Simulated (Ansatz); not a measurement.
# SiAsH₂ (quartet): from Hartree-Fock to the top rungs, cc-pVDZ

How much of the correlation energy of SiAsH₂ (quartet) does each wave-function method recover here?

Method: cc-pVDZ, core rule «outside noble gas», up to 19 orbitals frozen; program: Ansatz 0.2.0, Gaussian basis.

To be run: UHF; CCSD(T) on ROHF; CCSD(T) on UHF; BCCD(T) on ROHF; CISD as a restricted active space (open shells left free, so some higher excitations enter); CCSDT(Q) on ROHF; CCSDT(Q) on UHF; CASSCF and MRCISD+Q, 11 electrons in 10 orbitals; CASSCF and NEVPT2, 11 electrons in 10 orbitals.

19 further runs of the same task are left out: 6 that didn't finish, 13 set aside as unsound or not needed. Runs told in other sessions of the task aren't counted.

## Step 1: What is computed

The geometry is a PBE0/def2-TZVP stationary point (not a proven minimum) of the parent state, kept for this charge and spin. No spin-orbit coupling is included. The filled d shell of As may be among the frozen orbitals whatever the setting's name suggests.

4 atoms, charge 0, spin multiplicity 4.

Atoms are counted from 1 here; the program's logs count them from 0.

Bond lengths: Si1–As2 2.172 Å, Si1–H3 1.503 Å, As2–H4 1.524 Å. Angles: As2–Si1–H3 117.3°, Si1–As2–H4 93.5°.

Coordinates:

```tsv
atom	x (Å)	y (Å)	z (Å)
Si1	0.0000	-0.1309	1.5592
As2	0.0000	0.0533	-0.6051
H3	0.0000	1.1413	2.3590
H4	0.0000	-1.4549	-0.8256
```

## Step 2: UHF

Contents of in.yaml:

```yaml
crystal:
  periodic: [false, false, false]
  atoms:
    - {symbol: Si, position_ang: [0.000000, -0.130861, 1.559201]}
    - {symbol: As, position_ang: [0.000000, 0.053275, -0.605120]}
    - {symbol: H, position_ang: [0.000000, 1.141309, 2.359007]}
    - {symbol: H, position_ang: [0.000000, -1.454938, -0.825589]}
basis:
  gaussian: {orbitals: cc-pVDZ}
magnetization: {spin_polarized: true, initial_magnetization: 3}
hamiltonian: {xc: hf}
output: {orbitals: {seedname: orbitals}}
```

Started as:

```console
$ ansatz run in.yaml --threads 1 --pin off --events-out ev --progress --plain --max-ram 2393MiB
```

The runs that follow: CCSD(T) on ROHF; CCSD(T) on UHF; BCCD(T) on ROHF; CISD as a restricted active space (open shells left free, so some higher excitations enter); CCSDT(Q) on ROHF; CCSDT(Q) on UHF; CASSCF and MRCISD+Q, 11 electrons in 10 orbitals; CASSCF and NEVPT2, 11 electrons in 10 orbitals.

Before running them: what should the planned runs give, taken together? Wanted: UCCSDT(Q) from the RHF energy; RMP2 from UCCSDT(Q); UMP2 from UCCSDT(Q); RCCSD from UCCSDT(Q); RCCSD(T) from UCCSDT(Q); UCCSD(T) from UCCSDT(Q); RCCSDT(Q) from UCCSDT(Q); NEVPT2 valence from UCCSDT(Q); MRCISD+Q valence from UCCSDT(Q).

**Answer**, as computed:

```
                         quantity                                                                     value
    UCCSDT(Q) from the ROHF energy                                                                -5.4407 eV
              RMP2 from UCCSDT(Q)                                                               +1135.6 meV
              UMP2 from UCCSDT(Q)                                                               +1140.1 meV
             RCCSD from UCCSDT(Q)                                                                +190.7 meV
          RCCSD(T) from UCCSDT(Q)                                                                 +42.3 meV
          UCCSD(T) from UCCSDT(Q)                                                                 +38.2 meV
         RCCSDT(Q) from UCCSDT(Q)                                                                  +4.3 meV
    NEVPT2 valence from UCCSDT(Q)                                                               +1038.5 meV
  MRCISD+Q valence from UCCSDT(Q)                                                                 +39.9 meV
levels within 1 kcal/mol (43 meV)  RCCSD(T), UCCSD(T), BCCD(T), RCCSDT, UCCSDT, RCCSDT(Q), MRCISD+Q valence
                    T1 diagnostic                                                                     0.027
   effectively unpaired electrons                                                                      3.02
```

In words: RCCSD(T) lands +42.3 meV from the yardstick (0.8 % of the correlation energy). One determinant dominates. Of the multireference levels listed MRCISD+Q valence comes nearest in total energy (+39.9 meV), which doesn't show that its space is the better one. These misses are within one basis, not against nature; the frozen cores of restricted and unrestricted runs differ, which can shift their rows.

With open shells the CI space here admits some higher excitations, so it is larger than plain CISD.
